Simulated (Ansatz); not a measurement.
# BH4PSSe: a ladder of functionals and wavefunction methods

The task here is to estimate one member of a computed series from the others.

Computed with Ansatz 0.2.0, Gaussian basis. Level: functionals in def2-TZVPP, the program's frozen cores in correlated methods.

Levels to be run: LDA (SPW92), PBE-D4, revPBE-D4, BLYP-D4, r2SCAN-D4, B97M-V, PBE0-D4, B3LYP-D4, r2SCANh-D4, r2SCAN0-D4, HSE06-D4, BHLYP-D4, CAM-B3LYP-D4, LC-ωPBE, ωB97X-V, ωB97M-V, B2PLYP, PBE-QIDH; CCSD(T)/def2-SVP; CCSD(T)/def2-TZVPP; MP2/def2-QZVPP; extrapolation to the limit; RPA on PBE.

## The relaxed structure

All runs share one geometry, relaxed beforehand with PBE0-D4 in a triple-zeta def2 set.

8 atoms, charge 0, spin multiplicity 1.

Atoms are counted from 1 here; the program's logs count them from 0.

Bond lengths: B1–P2 1.923 Å, B1–Se4 2.152 Å, B1–H5 1.194 Å, B1–H6 1.195 Å, P2–S3 2.088 Å, P2–Se4 2.365 Å, S3–H7 1.346 Å, Se4–H8 1.472 Å. Angles: P2–B1–Se4 70.7°, P2–B1–H5 115.0°, P2–B1–H6 119.2°, Se4–B1–H5 109.2°, Se4–B1–H6 107.6°, H5–B1–H6 121.6°, B1–P2–S3 100.1°, B1–P2–Se4 59.2°, S3–P2–Se4 100.0°, P2–S3–H7 96.7°, B1–Se4–P2 50.1°, B1–Se4–H8 97.7°, P2–Se4–H8 94.6°.

Set-up of the first run:

File in.yaml:

```yaml
crystal:
  periodic: [false, false, false]
  atoms:
    - {symbol: B, position_ang: [-1.035402, 0.513669, 0.084732]}
    - {symbol: P, position_ang: [0.738237, 0.417012, -0.651432]}
    - {symbol: S, position_ang: [1.868628, 0.587681, 1.095423]}
    - {symbol: Se, position_ang: [-0.479230, -1.550772, -0.163368]}
    - {symbol: H, position_ang: [-1.893863, 0.786507, -0.699508]}
    - {symbol: H, position_ang: [-1.170910, 0.713112, 1.255181]}
    - {symbol: H, position_ang: [3.041693, 0.201798, 0.560870]}
    - {symbol: H, position_ang: [-0.976952, -1.726107, -1.537699]}
basis:
  gaussian: {orbitals: def2-TZVPP}
hamiltonian: {xc: lda}
output: {orbitals: {seedname: orbitals}}
```

Among the steps run: LDA; PBE-D4 (GGA); revPBE-D4 (GGA); BLYP-D4 (GGA); r2SCAN-D4 (meta-GGA); B97M-V (meta-GGA); PBE0-D4 (hybrid); B3LYP-D4 (hybrid); r2SCANh-D4 (hybrid); r2SCAN0-D4 (hybrid); HSE06-D4 (hybrid); BHLYP-D4 (hybrid); CAM-B3LYP-D4 (range-separated); LC-ωPBE (range-separated); ωB97X-V (range-separated); ωB97M-V (range-separated); B2PLYP (double hybrid); PBE-QIDH (double hybrid).

One table of the session follows, with a row left open; its other results are not shown here.

It belongs to the step «Orbital energies across the functionals». 

```
  functional  HOMO (eV)  LUMO (eV)  gap (eV)
 LDA (SPW92)      -6.30      -2.71      3.60
      PBE-D4          ?          ?         ?
   revPBE-D4      -6.13      -2.44      3.70
     BLYP-D4      -6.02      -2.37      3.64
   r2SCAN-D4      -6.41      -2.39      4.02
      B97M-V      -6.49      -2.33      4.16
     PBE0-D4      -7.27      -1.71      5.56
    B3LYP-D4      -7.05      -1.90      5.15
  r2SCANh-D4      -6.81      -2.09      4.72
  r2SCAN0-D4      -7.42      -1.65      5.77
    HSE06-D4      -6.88      -2.08      4.79
    BHLYP-D4      -8.21      -0.78      7.43
CAM-B3LYP-D4      -8.49      -0.67      7.82
     LC-ωPBE      -9.79       0.39     10.17
     ωB97X-V      -9.46       0.31      9.77
     ωB97M-V      -9.31       0.21      9.51
```

Estimate the missing values for PBE-D4.

As computed: HOMO (eV): -6.18; LUMO (eV): -2.51; gap (eV): 3.67. In the column «HOMO (eV)» it lies between LDA (SPW92) (-6.30) and revPBE-D4 (-6.13).
